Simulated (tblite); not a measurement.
# C4H11NSi2: the cost of one run

The runs use tblite 0.8.0 and PySCF 2.14.0, with density-fitted response routines of our own; the level of theory stands in each step. All values are computed, except where a source is named. Atoms are numbered from 0 throughout.

**1. The molecule as given**

18 atoms, charge 0, multiplicity 1; geometry from: force field or distance geometry start.

Bonds of the start (Å): C0–N1 1.47, N1–C2 1.27, C2–Si3 1.86, Si3–C4 1.83, C4–Si5 1.86, Si5–C6 1.85, C6–Si3 1.86, C0–H7 1.12, C0–H8 1.09, C0–H9 1.12, C2–H10 1.10, Si3–H11 1.50, C4–H12 1.09, C4–H13 1.10, Si5–H14 1.47, Si5–H15 1.48, C6–H16 1.11, C6–H17 1.10.

**2. Relaxing the molecule with GFN2-xTB**

What the job is given:

```
{"job": {"kind": "relax", "xc": "GFN2-xTB", "basis": "xTB"}, "charge": 0, "multiplicity": 1}
C      3.176600    -1.517400    -0.196700
N      1.725100    -1.321100    -0.073000
C      1.241800    -0.188500     0.239800
Si    -0.584500     0.112200     0.407400
C     -1.678300    -0.666800    -0.836300
Si    -2.551300     0.968100    -1.029300
C     -1.106000     1.789200    -0.211000
H      3.627400    -1.740400     0.799900
H      3.447300    -2.229200    -0.972900
H      3.559300    -0.497100    -0.455800
H      1.863400     0.701400     0.405500
H     -1.034100    -0.159800     1.814600
H     -1.227300    -0.979300    -1.780800
H     -2.391900    -1.426800    -0.484000
H     -2.691900     1.336900    -2.445200
H     -3.759400     1.153400    -0.201100
H     -0.302600     2.180900    -0.872000
H     -1.322300     2.490400     0.614400
```

Launch:

```bash
> OMP_NUM_THREADS=1 python probes_run.py task.json out
```

The driver reads the jobs from task.json and runs them one after another.

Q: Estimate the wall time and peak memory of this first job on 1 thread of Arm Neoverse V1, shared host.

About 1.7 s, with a peak of 0.18 GiB.
